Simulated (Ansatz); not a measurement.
**YbB2 (P6/mmm): equation of state**

One table from this session's results is given with a row withheld; the runs are named, their logs left out.

Method: DFT r²SCAN, scalar-relativistic, plane waves, PAW, in Ansatz 0.2.0.

### The starting structure

The structure is hexagonal, space group P6/mmm (No. 191). Conventional cell: a = 3.227 Å, b = 3.227 Å, c = 3.837 Å, α = 90.00°, β = 90.00°, γ = 120.00°. Yb (site symmetry 6/mmm) is surrounded by 12 B at 2.67 Å. Around B (site symmetry -6m2) lie 3 B at 1.86 Å and 6 Yb at 2.67 Å.

Structure file:

```
Yb B
1.0
     3.22732    0.00000    0.00000
    -1.61366    2.79494    0.00000
     0.00000    0.00000    3.83656
Yb B
1 2
Cartesian
  0.0000 0.0000 0.0000
  0.0000 1.8633 1.9183
  1.6137 0.9316 1.9183
```

An earlier run at r²SCAN left this cell at 11.536 Å³/atom and 0.08 GPa (14×14×10 mesh).

Volume factors to run: 0.980, 1.020, 0.960, 1.040.

The first run:

input.yaml

```yaml
crystal:
  lattice:
    - [3.2056629926, 0.0, 0.0]
    - [-1.6028314963, 2.7761855876, 0.0]
    - [0.0, 0.0, 3.8108114094]
  atoms:
    - { symbol: Yb, position: [0.0, 0.0, 0.0] }
    - { symbol: B, position: [0.3333333333, 0.6666666667, 0.5] }
    - { symbol: B, position: [0.6666666667, 0.3333333333, 0.5] }
basis:
  ecutwfc: 500
  ecutrho_ratio: 4
kpoints:
  mp_grid: { grid: [14, 14, 10] }
hamiltonian:
  xc: r2scan
scf:
  occupations: { method: gaussian, width: 0.05 }
output:
  forces: true
  stress: true
  eigenvalues: true
relax:
  f_tol: 0.01
  max_steps: 40
  cell: { stress_tol: 0.1, fix: [volume] }
```

Started as:

```sh
> ansatz run input.yaml --threads 2 --pin off --max-ram 5120MiB --backend cpu --events-out ev --progress --plain --runs-dir out
```

Among the steps run: Scaling the volume by 0.980; Scaling the volume by 1.020; Volume × 0.960; At 1.040 of the relaxed volume.

One table of the session follows, with a row left open; its other results are not shown here.

It belongs to the step «The fit». 

| volume (Å³/atom) | energy (meV/atom) | pressure (GPa) |
| --- | --- | --- |
| 11.074 | 9.49 | 6.72 |
| 11.305 | ? | ? |
| 11.536 | 0.00 | 0.08 |
| 11.766 | 2.00 | -2.78 |
| 11.997 | 7.93 | -5.39 |

**Question.** Estimate the row for volume (Å³/atom) = 11.305.

Worked estimate for «energy (meV/atom)». A straight line through the neighbours (11.074, 9.49) and (11.536, 0.00) gives 9.49 + (0.00 − 9.49) × (11.305 − 11.074) / (11.536 − 11.074) = 4.75; a parabola fitted to 3 rows on both sides gives 2.49.

**Answer.** energy (meV/atom): 2.35; pressure (GPa): 3.25. In «energy (meV/atom)» the line misses by +2.40 and the parabola by +0.14.
